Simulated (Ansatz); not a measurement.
This geometry of a periodic cell of 39 atoms, Al16NO22 (host Al2O3, host structure R-3c, dopant N, one O atom removed), cell charge +1 is a first-order saddle point.

Computed with DFT r2SCAN-D3(BJ), scalar-relativistic, plane waves, PAW in Ansatz 0.2.0. Settings: PAW set soft_1, cutoff 500 eV, k mesh 2x2x2, fermi-dirac smearing 0.02 eV, no spin polarisation.

```xyz
39
Lattice="-4.7406 -2.7370 4.3109 4.7406 -2.7370 4.3109 0.0000 5.4740 4.3109" Properties=species:S:1:pos:R:3
Al 0.206 0.015 4.469
Al -0.067 -0.114 1.983
Al 0.001 0.056 8.381
Al -0.031 0.043 11.012
O -0.972 1.299 7.466
O -0.681 -1.423 7.498
O 1.665 0.118 7.530
O 0.961 -1.324 5.348
O 0.721 1.444 5.409
Al 0.159 -2.643 8.852
Al 0.039 -2.707 6.181
Al -0.024 2.750 4.112
Al -0.012 2.663 6.723
O 3.831 1.367 7.562
O -0.681 1.213 3.243
O -3.098 0.106 7.725
N -3.028 -0.602 5.408
O 0.652 -1.101 9.692
O 3.178 -0.101 5.378
Al -2.384 1.368 8.921
Al -2.551 1.271 6.261
Al 2.469 -1.402 4.063
Al 2.398 -1.325 6.673
O 1.488 -0.045 3.181
O 1.653 2.627 7.548
O -0.627 -3.967 7.610
O -1.470 0.036 9.749
O -1.589 -2.666 5.383
O 0.686 3.996 5.439
Al 2.370 1.342 8.855
Al 2.409 1.372 6.243
Al -2.373 -1.409 3.935
Al -2.339 -1.405 6.850
O 1.492 -2.708 7.379
O -3.149 2.609 7.578
O -0.704 -1.265 3.299
O -1.487 2.665 5.404
O 3.157 -2.625 5.369
O 0.728 1.305 9.657
```

Question: Which two structures does it join? (They come from a converged band through this point; their orientation in space is the band's.)

Answer: The atom that moves furthest is N17, by 2.09 Å; four of its nearest neighbours are Al10 1.84, Al33 1.86, Al32 1.86, Al2 1.89 Å at the first end and Al21 1.84, Al32 1.86, Al33 1.86, Al1 1.89 Å at the last.

First end point:

```xyz
39
Lattice="-4.7406 -2.7370 4.3109 4.7406 -2.7370 4.3109 0.0000 5.4740 4.3109" Properties=species:S:1:pos:R:3
Al 0.202 -0.015 4.421
Al 0.059 0.079 1.813
Al 0.011 0.016 8.365
Al -0.061 0.023 11.003
O -0.941 1.352 7.485
O -0.732 -1.421 7.483
O 1.657 0.112 7.544
O 0.937 -1.351 5.388
O 0.722 1.449 5.376
Al 0.052 -2.724 8.894
Al 0.030 -2.718 6.224
Al 0.006 2.744 4.084
Al 0.000 2.762 6.736
O 3.826 1.361 7.556
O -0.711 1.227 3.298
O -3.051 0.128 7.577
N -3.643 -1.241 5.422
O 0.738 -1.213 9.689
O 3.117 -0.108 5.391
Al -2.358 1.358 8.935
Al -2.479 1.508 6.353
Al 2.443 -1.419 4.091
Al 2.398 -1.357 6.712
O 1.508 -0.097 3.221
O 1.649 2.618 7.548
O -0.700 -3.971 7.545
O -1.452 -0.009 9.712
O -1.578 -2.620 5.372
O 0.715 3.980 5.418
Al 2.369 1.357 8.861
Al 2.368 1.350 6.241
Al -2.460 -1.440 4.004
Al -2.413 -1.454 6.797
O 1.488 -2.704 7.521
O -3.174 2.606 7.568
O -0.763 -1.230 3.324
O -1.469 2.718 5.421
O 3.126 -2.629 5.385
O 0.728 1.268 9.692
```

Last end point:

```xyz
39
Lattice="-4.7406 -2.7370 4.3109 4.7406 -2.7370 4.3109 0.0000 5.4740 4.3109" Properties=species:S:1:pos:R:3
Al -0.087 -0.002 4.658
Al -0.078 -0.174 2.050
Al 0.022 0.073 8.401
Al -0.008 0.008 11.040
O -0.941 1.366 7.548
O -0.659 -1.413 7.525
O 1.659 0.113 7.537
O 0.948 -1.357 5.364
O 0.724 1.461 5.397
Al -0.054 -2.564 8.740
Al 0.014 -2.743 6.158
Al -0.013 2.728 4.070
Al 0.018 2.658 6.692
O 3.826 1.367 7.549
O -0.696 1.238 3.174
O -3.132 0.106 7.573
N -1.835 -0.192 5.359
O 0.693 -1.236 9.716
O 3.133 -0.097 5.361
Al -2.391 1.361 8.869
Al -2.397 1.339 6.200
Al 2.360 -1.347 4.047
Al 2.372 -1.361 6.698
O 1.458 0.055 3.147
O 1.660 2.627 7.545
O -0.689 -3.974 7.608
O -1.451 0.013 9.713
O -1.671 -2.671 5.410
O 0.712 3.996 5.395
Al 2.399 1.370 8.852
Al 2.392 1.373 6.233
Al -2.264 -1.365 3.986
Al -2.253 -1.318 6.779
O 1.426 -2.759 7.515
O -3.133 2.669 7.610
O -0.660 -1.346 3.251
O -1.455 2.730 5.392
O 3.136 -2.628 5.405
O 0.745 1.262 9.692
```

Question: How far does it lie above each of them?

Answer: 1.03 eV above the first and 1.03 eV above the second. This is the barrier of this one path; another mechanism may lie lower. Limits of this set-up: no spin, though dangling bonds at a vacancy may carry it, a small cell, in which the defect meets its images, a typed lattice constant that wasn't relaxed here, charged cell in a uniform background, uncorrected.

Run time: 15 min on 4 threads of AMD EPYC 9R45 96-Core Processor (Zen 5), on a shared host, peak memory 5.3 GiB.
